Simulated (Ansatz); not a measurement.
# TmGa3Hg3As2N4: the cost of one run

Method: DFT PBE, scalar-relativistic, plane waves, PAW; 4f electrons in the core of a trivalent norm-conserving potential, unless a step names another level, in Ansatz 0.2.0.

## 1. Starting point

The structure is triclinic, space group P1 (No. 1). The conventional cell has a = 3.363 Å, b = 8.241 Å, c = 9.982 Å, α = 105.61°, β = 91.80°, γ = 90.18°. Around Tm (site symmetry 1) lie 3 N at 2.14 to 2.25 Å and 2 Ga at 2.98 Å and 2 As at 2.99 to 3.11 Å. Ga (site symmetry 1) is surrounded by 4 N at 1.90 to 2.14 Å. Ga (site symmetry 1) is surrounded by 3 N at 1.98 to 2.03 Å. Around Ga (site symmetry 1) lie 4 N at 1.91 to 1.99 Å. Hg (site symmetry 1) has 1 Ga at 2.54 Å and 1 As at 2.60 Å as nearest neighbours. Hg (site symmetry 1) is surrounded by 1 N at 2.09 Å and 1 As at 2.51 Å. Hg (site symmetry 1) is surrounded by 1 N at 2.28 Å and 4 As at 2.80 to 2.90 Å. Around As (site symmetry 1) lie 3 Hg at 2.51 to 2.90 Å. Only part of the 13 independent sites is listed.

Coordinates:

```
Tm Ga Hg As N
1.0
     3.36294    0.00346    0.02977
    -0.03551    8.24073    0.05764
    -0.39593   -2.75500    9.58632
Tm Ga Hg As N
1 3 3 2 4
Direct
  0.29569 0.82459 0.68871
  0.28265 0.21088 0.55780
  0.77338 0.85541 0.45033
  0.77789 0.45782 0.49454
  0.61098 0.75306 0.19135
  0.27787 0.25455 0.19021
  0.80920 0.40538 0.86599
  0.29669 0.15454 0.92940
  0.32387 0.68842 0.93740
  0.79019 0.31802 0.62837
  0.78462 0.69664 0.57457
  0.27821 0.97297 0.52953
  0.26913 0.35128 0.40607
```

It came out lowest among 27 distinct ends of the trial cells. At a tolerance of 0.05 Å it has space group P1 (No. 1).

## 2. Kick test: the unmoved cell on a coarse mesh

Contents of input.yaml:

```yaml
crystal:
  lattice:
    - [3.3629350501, 0.0034637914, 0.0297657967]
    - [-0.0355090795, 8.240728198, 0.0576358267]
    - [-0.3959297868, -2.7549983427, 9.586320619]
  atoms:
    - { symbol: Tm, position: [0.2956928369, 0.8245882003, 0.6887104328] }
    - { symbol: Ga, position: [0.2826464822, 0.2108833718, 0.5577952307] }
    - { symbol: Ga, position: [0.7733826166, 0.8554137107, 0.4503289595] }
    - { symbol: Ga, position: [0.7778876411, 0.4578203924, 0.4945388217] }
    - { symbol: Hg, position: [0.6109791204, 0.7530600149, 0.1913542683] }
    - { symbol: Hg, position: [0.2778673461, 0.2545486033, 0.1902114572] }
    - { symbol: Hg, position: [0.8091960189, 0.4053770595, 0.8659852031] }
    - { symbol: As, position: [0.2966924087, 0.1545404174, 0.9294049116] }
    - { symbol: As, position: [0.3238720022, 0.6884240289, 0.9374037409] }
    - { symbol: "N", position: [0.790188076, 0.3180216395, 0.628374931] }
    - { symbol: "N", position: [0.7846157088, 0.6966353673, 0.5745713901] }
    - { symbol: "N", position: [0.2782107556, 0.9729723113, 0.5295280393] }
    - { symbol: "N", position: [0.2691299864, 0.3512828025, 0.4060665839] }
basis:
  ecutwfc: 690
kpoints:
  mp_grid: { grid: [6, 4, 2] }
hamiltonian:
  xc: pbe
  pseudopotentials:
    kind: paw
    azcp: { Tm: "pseudopotentials/pbe/nc/lanthanide_3plus/Tm.nc.azcp" }
scf:
  occupations: { method: gaussian, width: 0.2 }
  lower_state_search: "off"
output:
  forces: true
  stress: true
  eigenvalues: true
```

Command:

```console
ansatz run input.yaml --threads 1 --pin off --max-ram 2816MiB --backend cpu --events-out ev --progress --plain --runs-dir out
```

**Question.** How long does this run take on 1 thread of Intel Xeon 6975P-C (Granite Rapids), shared host, and how much memory does it need?

About 78 s, with a peak of 1.3 GiB.
